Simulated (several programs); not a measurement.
# What each method gives for SrCaTe2 (ordering on rocksalt)

An ordered 4-atom cell of SrCaTe2 on the rocksalt lattice (R-3m), relaxed with r2SCAN in Ansatz, was computed with several methods. Space group R-3m (No. 166), trigonal; a = 4.626 Å, c = 22.677 Å in the conventional setting, 35.02 Å³ an atom. Ca has 6 Te at 3.22 Å; Sr has 6 Te at 3.33 Å; Te has 3 Ca at 3.22 Å and 3 Sr at 3.33 Å. These are computed values for a spin-unpolarised cell that may be hypothetical; none is a measurement.

```
Ca Sr Te
1.0
     2.31296    1.33539    7.55898
    -2.31296    1.33539    7.55898
     0.00000   -2.67078    7.55898
Ca Sr Te
1 1 2
Direct
  0.00000 0.00000 0.00000
  0.50000 0.50000 0.50000
  0.25425 0.25425 0.25425
  0.74575 0.74575 0.74575
```

Gaps and times are for a single point on this cell; volume and bulk modulus come from each method's own relaxation or energy curve at fixed shape, which is too stiff where a cell has free coordinates or axes. Times are rough, from shared hosts (Arm Neoverse V1; Intel Xeon Processor @ 2.50GHz), and each method has its own mesh and cell size. A double dagger marks a value from a curve with shape and coordinates held. PM6 (MOPAC), PM7 (MOPAC), GFN1-xTB (tblite), GFN2-xTB (tblite) treat a cluster of cells at its zone centre, which samples few k points: where these miss a band edge, the gap comes out too large for that reason alone. Gaps from k meshes are read at a limited set of points (mesh, symmetry points, PBE's band edges), so each method's own least gap may be somewhat smaller. xTB and the PM methods were fitted mostly to molecules, and can miss a solid's gap by electronvolts. Minimal bases can be far off for gaps. Times of the plane-wave ladder aren't listed, since it ran on unlike processors and cards. G0W0 is at finite bands, cutoff and mesh. d marks a direct gap, i an indirect one (no mark: not told apart), a dash a value that wasn't computed or didn't pass its checks.

```
                              method              kind  gap (eV)  own volume (Å³/atom)  bulk modulus (GPa)  atoms computed  processor time
light PBE (260 eV and a coarse mesh)  light plane-wave    1.58 i                     –                   –               4           1.7 s
                         PM7 (MOPAC)    semi-empirical      8.24                     –                   –         cluster           5.7 s
                         PM6 (MOPAC)    semi-empirical      5.08                     –                   –         cluster             6 s
                                 PBE         semilocal    1.64 i                 35.23                 35‡               4               –
                   GFN1-xTB (tblite)     tight binding      4.21                     –                   –         cluster            15 s
                              r2SCAN         semilocal    2.05 i                 35.02                 37‡               4               –
              PBE/single zeta (GPAW)       small basis    1.95 i                     –                   –               4            29 s
                      PBE/SZV (CP2K)       small basis    2.08 i                     –                   –               4            30 s
                   GFN2-xTB (tblite)     tight binding      0.78                     –                   –         cluster            31 s
                     PBE/DZVP (CP2K)       small basis    1.79 i                35.44‡                 35‡               4            55 s
   G0W0@PBE (80 eV screening cutoff)         many-body      2.76                     –                   –               4               –
```

Against r2SCAN (2.05 eV) and with closed or daggered gaps left aside, the nearest gap at the points sampled is that of PBE/SZV (CP2K) (+0.03 eV) and the farthest that of PM7 (MOPAC) (+6.19 eV). r2SCAN is only a yardstick of convenience: semilocal gaps usually lie below measured ones, which GLLB-SC and hybrids aim to mend.

Volumes against r2SCAN's: PBE +0.6 %.

Runs without a result: GLLB-SC (GPAW) (single point, out of time).

No spin-orbit coupling is included; it can move band edges with weight on the heavy atoms by tenths of an eV.
